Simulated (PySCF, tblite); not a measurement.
# C9H13F: geometry, infrared bands and NMR shifts

Aim: predict the infrared bands and NMR shifts of C9H13F (`C/C1=C/C[C@H](F)/C=C\CC1`).

Programs: tblite 0.8.0 and PySCF 2.14.0, with density-fitted response routines of our own. Each step states its level of theory. These are calculated values for one molecule in the gas phase, unless marked as measured. Atoms are numbered from 0 throughout.

## (1) The starting structure

23 atoms, charge 0, multiplicity 1; geometry from: force field or distance geometry start.

Bonds of the start (Å): C0–C1 1.50, C1–C2 1.33, C2–C3 1.47, C3–C4 1.49, C4–F5 1.41, C4–C6 1.47, C6–C7 1.33, C7–C8 1.48, C8–C9 1.49, C9–C1 1.48, C0–H10 1.12, C0–H11 1.09, C0–H12 1.12, C2–H13 1.09, C3–H14 1.10, C3–H15 1.14, C4–H16 1.12, C6–H17 1.10, C7–H18 1.10, C8–H19 1.13, C8–H20 1.10, C9–H21 1.12, C9–H22 1.11.

## (2) Geometry optimisation with GFN2-xTB

What the job is given:

```
{"job": {"kind": "relax", "xc": "GFN2-xTB", "basis": "xTB"}, "charge": 0, "multiplicity": 1}
C      2.676800    -0.170000     0.329900
C      1.251400    -0.039500    -0.108000
C      0.671200    -1.226300    -0.241400
C     -0.639700    -1.773000    -0.629900
C     -1.828500    -1.243000     0.086500
F     -2.927600    -1.928100    -0.473400
C     -2.130800     0.187300    -0.100100
C     -1.563200     1.371400     0.108400
C     -0.249100     1.771100     0.651000
C      0.881200     1.382400    -0.245300
H      3.283900    -0.178500    -0.614100
H      3.029700     0.643800     0.965800
H      2.861700    -1.163600     0.808100
H      1.384900    -2.015300    -0.008700
H     -0.847200    -1.778400    -1.708800
H     -0.600400    -2.876900    -0.341100
H     -1.889300    -1.496500     1.175800
H     -3.136900     0.344500    -0.528300
H     -2.197100     2.219600    -0.183800
H     -0.276400     2.900800     0.649300
H     -0.123400     1.499600     1.711100
H      1.781000     2.006800     0.006300
H      0.582900     1.588800    -1.299200
```

Launch:

```sh
$ OMP_NUM_THREADS=1 python probes_run.py task.json out
```

One launch serves the whole session: the jobs run in the order shown.

**Question.** This job is followed by: GFN2-xTB harmonic vibrations, gas phase; GIAO PBE0/pcSseg-1 NMR shielding, non-relativistic, gas phase. Predict these results of the whole session: strongest single infrared mode (GFN2-xTB); zero-point energy (GFN2-xTB); ¹³C shifts against TMS (PBE0/pcSseg-1); ¹H shifts against TMS (PBE0/pcSseg-1, means over atoms taken as alike); ¹⁹F shifts against CFCl3 (PBE0/pcSseg-1); surface potential, 1st and 99th percentile.

The runs gave:

| quantity | value |
| --- | --- |
| strongest single infrared mode (GFN2-xTB) | 3062 cm⁻¹, 66 km/mol |
| zero-point energy (GFN2-xTB) | 123.0 kcal/mol |
| ¹³C shifts against TMS (PBE0/pcSseg-1) | 154.4, 148.2, 138.1, 129.6, 97.1, 43.4, 37.6, 32.6, 29.1 ppm |
| ¹H shifts against TMS (PBE0/pcSseg-1, means over atoms taken as alike) | 6.59, 6.33, 6.22, 5.15, 2.61, 2.54, 2.27, 2.08, 1.95, 1.93, 1.71 ppm |
| ¹⁹F shifts against CFCl3 (PBE0/pcSseg-1) | -189.2 ppm |
| surface potential, 1st and 99th percentile | -1.15 V and 0.75 V |

What this shows: The optimisation took 81 steps and gained 1.095 eV; among the close pairs (by a distance rule), C3–C4 changed most, from 1.486 to 1.543 Å. No mode is imaginary among the 63: a minimum at this level. GFN2-xTB is a fitted tight-binding method: band positions and strengths are rough. Its intensities can rank the bands wrongly.
